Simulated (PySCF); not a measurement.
# SnP⁺ (triplet) at other levels of theory

What do other methods print for SnP⁺ (triplet)?

Program: PySCF 2.14.0. Level of theory: method and basis as typed in the scripts. These are calculated values, not measurements.

2 further runs of the same task are left out: 1 for a known fault of the program, 1 that didn't finish.

### 1 Where the work starts

SnP⁺ (triplet): 2 atoms, charge 1, spin multiplicity 3.

Bond lengths: Sn1–P2 2.892 Å.

### 2 Base script

The input, input.py:

```python
from pyscf import gto, scf, mcscf, mrpt

mol = gto.M(
    atom='Sn 0 0 0; P 0 0 2.892',
    basis='x2c-svpall',
    charge=1,
    spin=2,
    verbose=4,
)
mf = scf.ROHF(mol)
mf = mf.sfx2c1e()
mf.kernel()
mc = mcscf.CASSCF(mf, 3, 2)
mc.kernel()
mc.analyze()
mrpt.NEVPT(mc).kernel()
mf.dip_moment()
print('orbital energies (hartree):', mf.mo_energy[..., max(0, mol.nelec[1]-3):mol.nelec[0]+3].round(4))
```

Started as:

```console
python input.py
```

The log of this run is left out.

It gives: E(SCF) = -6514.371077 Eh, 10 cycles, E(CAS) − E(SCF) = 0.00000 Eh, NEVPT2 = -0.15474 Eh.

The bond length is a typed value, not an optimised one. The dipole of an ion depends on the origin. The triplet is typed in the script; nothing here shows that it is the ground state.

### 3 Polarisability (UHF)

Variant 1 changes step after the SCF: nevpt2 → polarizability; SCF type: ROHF → UHF.

The input, input.py:

```python
from pyscf import gto, scf
from pyscf.prop.polarizability import uhf as pol

mol = gto.M(
    atom='Sn 0 0 0; P 0 0 2.892',
    basis='x2c-svpall',
    charge=1,
    spin=2,
    verbose=4,
)
mf = scf.UHF(mol)
mf = mf.sfx2c1e()
mf.kernel()
print('polarizability (a.u.)')
print(pol.Polarizability(mf).polarizability().round(4))
mf.dip_moment()
print('orbital energies (hartree):', [e[max(0, n-3):n+3].round(4) for e, n in zip(mf.mo_energy, mol.nelec)])
```

Started as:

```console
python input.py
```

### 4 MP2 (UHF)

Variant 2 changes step after the SCF: nevpt2 → mp2; SCF type: ROHF → UHF.

The input, input.py:

```python
from pyscf import gto, scf, mp

mol = gto.M(
    atom='Sn 0 0 0; P 0 0 2.892',
    basis='x2c-svpall',
    charge=1,
    spin=2,
    verbose=4,
)
mf = scf.UHF(mol)
mf = mf.sfx2c1e()
mf.kernel()
mp.MP2(mf).kernel()
mf.dip_moment()
print('orbital energies (hartree):', [e[max(0, n-3):n+3].round(4) for e, n in zip(mf.mo_energy, mol.nelec)])
```

### 5 Lc_wpbe (ROKS)

Variant 3 changes functional: none (Hartree–Fock) → lc_wpbe; SCF type: ROHF → ROKS; step after the SCF: nevpt2 → analyze.

The input, input.py:

```python
from pyscf import gto, dft

mol = gto.M(
    atom='Sn 0 0 0; P 0 0 2.892',
    basis='x2c-svpall',
    charge=1,
    spin=2,
    verbose=4,
)
mf = dft.ROKS(mol, xc='lc_wpbe')
mf = mf.sfx2c1e()
mf.kernel()
mf.analyze()
print('orbital energies (hartree):', mf.mo_energy[..., max(0, mol.nelec[1]-3):mol.nelec[0]+3].round(4))
```

Before running it: what results should come out? Wanted: for each run, E(SCF); from base; gap, α spin; after the SCF.

As calculated:

| run | E(SCF) (hartree) | from base (eV) | cycles | gap, α spin (eV) | after the SCF |
| --- | --- | --- | --- | --- | --- |
| base | -6514.371077 | 0 | 10 | n/a | NEVPT2 correlation -4.211 eV (from the SCF energy, the CASSCF gain included) |
| polarisability (UHF) | -6514.379165 | -0.2201 | 16 | 8.44 | n/a |
| MP2 (UHF) | -6514.379165 | -0.2201 | 16 | 8.44 | MP2 correlation -3.916 eV |
| lc_wpbe (ROKS) | -6517.078554 | not comparable | 10 | n/a | n/a |

In words: A lower total energy from another functional means nothing by itself. The dearest run is “lc_wpbe (ROKS)”, at 8 s against 1.6 s.
